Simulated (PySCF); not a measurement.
# One shape, several levels: CH4InNS (SMILES S=C[NH][InH2])

We compute a comparison of 6 runs (HF/3-21G, B2PLYP/STO-3G, PBE0/def2-SVP, TPSSh/def2-TZVP, MP2/def2-SVP, CCSD(T)/def2-SVP) of CH4InNS. Input form: a Python script.

The calculation is run with PySCF 2.14.0.

## (1) The structure to begin with

CH4InNS: 8 atoms, total charge 0, spin state singlet. As SMILES, `S=C[NH][InH2]`. The shape is that of a PBE0-D4/def2-TZVP optimisation. This is one conformer, not always the lowest.

Bond lengths: S1–C2 1.636 Å, C2–N3 1.340 Å, N3–In4 2.069 Å, C2–H5 1.094 Å, N3–H6 1.015 Å, In4–H7 1.703 Å, In4–H8 1.702 Å. Angles: S1–C2–N3 126.6°, C2–N3–In4 126.2°, S1–C2–H5 119.9°, N3–C2–H5 113.5°, C2–N3–H6 111.7°, In4–N3–H6 122.2°, N3–In4–H7 111.7°, N3–In4–H8 112.3°, H7–In4–H8 136.0°.

## (2) Energy and gradient at HF/3-21G (run 1)

The input, calc.py:

```python
import pyscf.grad
from pyscf import gto, scf

system = gto.Mole()
system.atom = [
    ('S', (1.077600, 2.713600, 0.357400)),
    ('C', (0.504300, 1.285100, -0.197100)),
    ('N', (0.104900, 0.242600, 0.543700)),
    ('In', (-0.618600, -1.559100, -0.172500)),
    ('H', (0.418700, 1.113400, -1.274600)),
    ('H', (0.196000, 0.431800, 1.536700)),
    ('H', (-0.658800, -1.589600, -1.874300)),
    ('H', (-1.024000, -2.637700, 1.080600)),
]
system.max_memory = 1860
system.basis = '3-21g'
system.charge = 0
system.verbose = 4
system.build()

myscf = scf.RHF(system)
myscf.conv_tol = 1e-10
myscf.kernel()
if not myscf.converged:
    myscf = myscf.newton().run(myscf.mo_coeff, myscf.mo_occ)

e_tot = myscf.e_tot
print('E(%s) = %.9f' % ('HF', e_tot))
grad = myscf.Gradients().kernel()
myscf.analyze()
```

Launch:

```sh
$ OMP_NUM_THREADS=1 python calc.py
```

The log of the run:

```text
PySCF version 2.14.0

[... 83 lines left out ...]
DFT Exchange-Correlation Energy =     -191.932289469236821
[... 11 lines left out ...]
MO #10  energy= -25.125334275339   occ= 2
[... 9 lines left out ...]
MO #20  energy= -6.51192138402713  occ= 2
[... 9 lines left out ...]
MO #30  energy= -1.1277778562692   occ= 2
[... 9 lines left out ...]
MO #40  energy= -0.318074621747544 occ= 2
[... 9 lines left out ...]
MO #50  energy= 0.316388941030912  occ= 0
[... 9 lines left out ...]
MO #60  energy= 1.04416800847979   occ= 0
[... 9 lines left out ...]
MO #70  energy= 2.71416976607161   occ= 0
[... 81 lines left out ...]
Dipole moment(X, Y, Z, Debye): -2.40673, -6.06461, -0.70676
```

Run time: 11 s. Hardware: 1 thread of Intel Xeon at 2.50GHz (Skylake/Cascade Lake), shared host; peak memory 0.14 GiB.

## (3) The energy at B2PLYP/STO-3G (run 2)

The input, mol.xyz:

```xyz
8
CH4InNS
S      1.077600     2.713600     0.357400
C      0.504300     1.285100    -0.197100
N      0.104900     0.242600     0.543700
In    -0.618600    -1.559100    -0.172500
H      0.418700     1.113400    -1.274600
H      0.196000     0.431800     1.536700
H     -0.658800    -1.589600    -1.874300
H     -1.024000    -2.637700     1.080600
```

The input, calc.py:

```python
from pyscf import gto, dft, mp

system = gto.Mole()
system.atom = 'mol.xyz'
system.basis = 'sto-3g'
system.max_memory = 1860
system.verbose = 3
system.build()

mf = dft.RKS(system)
mf.xc = '0.53*HF + 0.47*B88, 0.73*LYP'
mf.grids.level = 5
mf.conv_tol = 1e-10
mf.kernel()
if not mf.converged:
    mf = mf.newton().run(mf.mo_coeff, mf.mo_occ)

pt = mp.MP2(mf, frozen=25).run()
energy = mf.e_tot + 0.27 * pt.e_corr
print('PT2 part  %.8f' % (0.27 * pt.e_corr))
print(f'total energy: {energy:.8f} hartree')
dip = mf.dip_moment()
pop, q = mf.mulliken_pop()
```

Launch:

```sh
$ OMP_NUM_THREADS=1 python calc.py
```

The log of the run:

```text
converged SCF energy = -6171.84570939253
E(RMP2) = -6172.09545738544  E_corr = -0.249747992914084
E(SCS-RMP2) = -6172.10418204969  E_corr = -0.258472657166588
PT2 part  -0.06743196
total energy: -6171.91314135 hartree
Dipole moment(X, Y, Z, Debye): -1.48646, -3.76421,  0.00466
 ** Mulliken pop  **
pop of  0 S 1s            1.99994
pop of  0 S 2s            1.99762
pop of  0 S 3s            1.89803
pop of  0 S 2px           1.98575
pop of  0 S 2py           1.97965
pop of  0 S 2pz           1.99600
pop of  0 S 3px           1.29439
pop of  0 S 3py           1.09181
pop of  0 S 3pz           1.82441
pop of  1 C 1s            1.99231
pop of  1 C 2s            1.21150
pop of  1 C 2px           0.95914
pop of  1 C 2py           0.95894
pop of  1 C 2pz           0.97474
pop of  2 N 1s            1.99479
pop of  2 N 2s            1.54613
pop of  2 N 2px           1.53160
pop of  2 N 2py           1.28667
pop of  2 N 2pz           1.10144
pop of  3 In 1s           2.00000
pop of  3 In 2s           1.99972
pop of  3 In 3s           1.99845
pop of  3 In 4s           2.00672
pop of  3 In 5s           1.06142
pop of  3 In 2px          2.00007
pop of  3 In 2py          2.00006
pop of  3 In 2pz          2.00005
pop of  3 In 3px          1.99765
pop of  3 In 3py          1.99794
pop of  3 In 3pz          1.99815
pop of  3 In 4px          1.98656
pop of  3 In 4py          1.99176
pop of  3 In 4pz          1.99507
pop of  3 In 5px          0.21025
pop of  3 In 5py          0.48116
pop of  3 In 5pz          0.72916
pop of  3 In 3dxy         1.99937
pop of  3 In 3dyz         1.99864
pop of  3 In 3dz^2        1.99770
pop of  3 In 3dxz         1.99980
pop of  3 In 3dx2-y2      1.99928
pop of  3 In 4dxy         1.98050
pop of  3 In 4dyz         1.95889
pop of  3 In 4dz^2        1.92939
pop of  3 In 4dxz         1.99395
pop of  3 In 4dx2-y2      1.97774
pop of  4 H 1s            0.95108
pop of  5 H 1s            0.82405
pop of  6 H 1s            1.15436
pop of  7 H 1s            1.15621
 ** Mulliken atomic charges  **
charge of    0S =     -0.06759
charge of    1C =     -0.09664
charge of    2N =     -0.46064
charge of    3In =      0.71057
charge of    4H =      0.04892
charge of    5H =      0.17595
charge of    6H =     -0.15436
charge of    7H =     -0.15621
```

It took 22 s on 1 thread of Intel Xeon at 2.50GHz (Skylake/Cascade Lake), shared host; peak memory 0.33 GiB.

Runs 3 to 4 aren't shown in full; the table further down has their settings and results.

## (4) Energy and gradient at MP2/def2-SVP (core potential) (run 5)

The input, job.py:

```python
import pyscf.grad
from pyscf import gto, mp

mol = gto.M(
    atom='''
S        1.077600       2.713600       0.357400
C        0.504300       1.285100      -0.197100
N        0.104900       0.242600       0.543700
In      -0.618600      -1.559100      -0.172500
H        0.418700       1.113400      -1.274600
H        0.196000       0.431800       1.536700
H       -0.658800      -1.589600      -1.874300
H       -1.024000      -2.637700       1.080600
''',
    spin=0,
    max_memory=1860,
    basis='def2-svp',
    verbose=3,
    ecp={'In': 'def2-svp'},
)

mf = mol.RHF()
mf.conv_tol = 1e-10
mf.kernel()
if not mf.converged:
    mf = mf.newton().run(mf.mo_coeff, mf.mo_occ)

pt = mp.MP2(mf, frozen=11).run()
e_tot = pt.e_tot
print(f'total energy: {e_tot:.8f} hartree')
grad = pt.Gradients().kernel()
mf.analyze()
```

Launch:

```sh
$ OMP_NUM_THREADS=1 python job.py
```

The log of the run:

```text
converged SCF energy = -681.161542450066
[... 15 lines left out ...]
MO #4   energy= -8.88157841414293  occ= 2
[... 10 lines left out ...]
MO #15  energy= -1.06375158041841  occ= 2
[... 10 lines left out ...]
MO #26  energy= -0.31822793838581  occ= 2
[... 10 lines left out ...]
MO #37  energy= 0.311775855641001  occ= 0
[... 10 lines left out ...]
MO #48  energy= 0.753334982009443  occ= 0
[... 10 lines left out ...]
MO #59  energy= 1.07032908550923   occ= 0
[... 10 lines left out ...]
MO #70  energy= 1.80241982890864   occ= 0
[... 10 lines left out ...]
MO #81  energy= 2.49583956603006   occ= 0
[... 10 lines left out ...]
MO #92  energy= 61.6521660012394   occ= 0
[... 9 lines left out ...]
Dipole moment(X, Y, Z, Debye): -2.22426, -5.60357, -0.68282
```

It took 37 s on 1 thread of Intel Xeon at 2.50GHz (Skylake/Cascade Lake), shared host; peak memory 0.74 GiB.

## (5) The energy at CCSD(T)/def2-SVP (core potential) (run 6)

The input, input.xyz:

```xyz
8

S      1.077600     2.713600     0.357400
C      0.504300     1.285100    -0.197100
N      0.104900     0.242600     0.543700
In    -0.618600    -1.559100    -0.172500
H      0.418700     1.113400    -1.274600
H      0.196000     0.431800     1.536700
H     -0.658800    -1.589600    -1.874300
H     -1.024000    -2.637700     1.080600
```

The input, input.py:

```python
# S=C[NH][InH2]
from pyscf import gto, cc

molecule = gto.M(
    atom='input.xyz',
    verbose=4,
    ecp={'In': 'def2-svp'},
    max_memory=1860,
    basis='def2-svp',
)

myscf = molecule.RHF()
myscf.conv_tol = 1e-10
myscf.kernel()
if not myscf.converged:
    myscf = myscf.newton().run(myscf.mo_coeff, myscf.mo_occ)

mycc = cc.CCSD(myscf, frozen=11)
mycc.kernel()
e_t = mycc.ccsd_t()
e_tot = mycc.e_tot + e_t
print(f'total energy: {e_tot:.8f} hartree')
myscf.analyze()
```

Launch:

```sh
$ OMP_NUM_THREADS=1 python input.py
```

The log of the run:

```text
PySCF version 2.14.0

[... 102 lines left out ...]
Nuclear Repulsion Energy =             213.126238595593350
[... 13 lines left out ...]
MO #8   energy= -5.4208272556699   occ= 2
[... 11 lines left out ...]
MO #20  energy= -0.6560118336459   occ= 2
[... 11 lines left out ...]
MO #32  energy= 0.144278909986342  occ= 0
[... 11 lines left out ...]
MO #44  energy= 0.554019209185716  occ= 0
[... 11 lines left out ...]
MO #56  energy= 0.979797874732589  occ= 0
[... 11 lines left out ...]
MO #68  energy= 1.70339624528415   occ= 0
[... 11 lines left out ...]
MO #80  energy= 2.36165934633208   occ= 0
[... 11 lines left out ...]
MO #92  energy= 61.6521660012394   occ= 0
[... 103 lines left out ...]
Dipole moment(X, Y, Z, Debye): -2.22426, -5.60357, -0.68282
```

Run time: 65 s. Hardware: 1 thread of Intel Xeon at 2.50GHz (Skylake/Cascade Lake), shared host; peak memory 0.53 GiB.

## (6) All runs side by side

```csv
run,level,task,frozen core orbitals,energy (Eh),dipole moment (D) of the reference,HOMO energy (eV),LUMO energy (eV),wall time
1,HF/3-21G,gradient,–,-6204.405993,6.56,-8.50,0.36,11 s
2,B2PLYP/STO-3G,energy,25,-6171.913141,4.05,-2.92,2.82,22 s
3,PBE0/def2-SVP (core potential),gradient,–,-683.117890,5.18,-5.75,-2.15,74 s
4,TPSSh/def2-TZVP (core potential),gradient,–,-683.579203,5.30,-5.34,-2.49,5.1 min
5,MP2/def2-SVP (core potential),gradient,11,-681.679234,6.07,-8.38,0.38,37 s
6,CCSD(T)/def2-SVP (core potential),energy,11,-681.739257,6.07,-8.38,0.38,65 s
```

## (7) Results

| quantity | value |
| --- | --- |
| run 6: total energy | -681.73926 Eh |
| run 6: dipole moment (Hartree–Fock density) | 6.07 D |
| run 6: HOMO energy (Hartree–Fock orbitals) | -8.38 eV |
| run 6: LUMO energy (Hartree–Fock orbitals) | 0.38 eV |
| run 6: HOMO–LUMO gap (Hartree–Fock orbitals) | 8.75 eV |
| run 6: correlation energy (11 core orbitals frozen) | -577.7 mEh |
| run 6: (T) correction | -21.21 mEh |
| run 6: T1 diagnostic | 0.018 |

In words: Over runs 1, 2, 3, 4 the dipole moment (its size) runs from 4.05 D (B2PLYP/STO-3G) to 6.56 D (HF/3-21G). The two ends differ in method and basis. A double hybrid's value is that of its SCF part. Over runs 1, 2, 3, 4 the HOMO–LUMO gap runs from 2.85 eV (TPSSh/def2-TZVP) to 8.85 eV (HF/3-21G). The two ends differ in method and basis and core potential. Totals of different functionals can't be ranked against each other. Some runs of one species differ in core potentials or relativity; totals across that change don't compare. In run 2 the basis is minimal, so the values are rough. In runs 1, 2 relativity is left out where basis or elements ask for it. All runs together took 8.6 min, the longest 5.1 min.
